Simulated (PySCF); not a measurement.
# H8LuO4 (Lu(H2O)43+): the cost of one run

The runs use PySCF 2.14.0; several levels, as the steps say, no spin–orbit coupling.

1 further run of the same task is left out (for a known fault of the program).

### Step 1. The starting structure

13 atoms, charge 3, spin multiplicity 1.

Bond lengths: Lu1–O2 2.214 Å, Lu1–O5 2.214 Å, Lu1–O8 2.214 Å, Lu1–O11 2.214 Å, O2–H3 0.985 Å, O2–H4 0.985 Å, O5–H6 0.985 Å, O5–H7 0.985 Å, O8–H9 0.985 Å, O8–H10 0.985 Å, O11–H12 0.985 Å, O11–H13 0.985 Å. Angles: O2–Lu1–O5 110.6°, O2–Lu1–O8 107.3°, O2–Lu1–O11 110.6°, O5–Lu1–O8 110.6°, O5–Lu1–O11 107.3°, O8–Lu1–O11 110.6°, Lu1–O2–H3 128.3°, Lu1–O2–H4 128.2°, H3–O2–H4 103.5°, Lu1–O5–H6 128.2°, Lu1–O5–H7 128.3°, H6–O5–H7 103.5°, Lu1–O8–H9 128.2°, Lu1–O8–H10 128.3°, H9–O8–H10 103.5°, Lu1–O11–H12 128.3°, Lu1–O11–H13 128.2°, H12–O11–H13 103.5°.

Coordinates:

```xyz
13
charge 3, multiplicity 1
Lu    0.0000    0.0000    0.0000
O     1.3126    1.2263    1.2937
H     1.2352    1.3894    2.2622
H     2.1194    1.7311    1.0400
O    -1.3127   -1.2937    1.2262
H    -2.1193   -1.0400    1.7312
H    -1.2352   -2.2622    1.3895
O     1.3126   -1.2263   -1.2937
H     2.1194   -1.7311   -1.0400
H     1.2352   -1.3894   -2.2622
O    -1.3127    1.2937   -1.2262
H    -1.2352    2.2622   -1.3895
H    -2.1193    1.0400   -1.7312
```

Formal oxidation states: Lu +3. Each metal's 14 4f electrons lie in its core potential, so multiplicities, spins and levels count the valence alone. An earlier session relaxed this geometry at PBE0, Lu lcecp-1-SVP with ECP60, O def2-SVP, H def2-SVP (singlet, point group D2).

At PBE0 on the finer grid: E = -344.171339 Eh, HOMO -24.70 eV, LUMO -14.96 eV, Mulliken charge on Lu1 +1.66 e, largest force component 0.008 eV/Å. 

Levels to run: TPSSh; revPBE. Hardware: 2 threads of AMD EPYC 7R43 (Zen 3), shared host.

### Step 2. TPSSh

File run.py (the lines that set the calculation):

```python
mol = gto.M(atom='''
Lu    -0.00002     0.00000     0.00000
O      1.31260     1.22626     1.29375
H      1.23522     1.38944     2.26218
H      2.11936     1.73109     1.03998
O     -1.31268    -1.29374     1.22623
H     -2.11930    -1.04000     1.73116
H     -1.23518    -2.26220     1.38951
O      1.31260    -1.22626    -1.29375
H      2.11936    -1.73109    -1.03998
H      1.23522    -1.38944    -2.26218
O     -1.31268     1.29374    -1.22623
H     -1.23518     2.26220    -1.38951
H     -2.11930     1.04000    -1.73116''',
    basis={'Lu': 'lcecp-1-SVP', 'O': 'def2-SVP', 'H': 'def2-SVP'},
    ecp={'Lu': 'lcecp-1-SVP'},
    charge=3, spin=0)
mf = dft.RKS(mol, xc='TPSSH')
mf.grids.atom_grid = (75, 302)  # f atoms: unpruned, at least (60, 302)
mf = mf.density_fit()  # fitting sets: Lu AutoAux, O def2-universal-JKFIT, H def2-universal-JKFIT
mf.conv_tol = 1e-08; mf.max_cycle = 55
mf.kernel(dm0)  # dm0: the density of the relaxed state
```

Launch:

```
OMP_NUM_THREADS=2 python run.py
```

**Question.** How long does this run take on 2 threads of AMD EPYC 7R43 (Zen 3), shared host?

About 17 s.
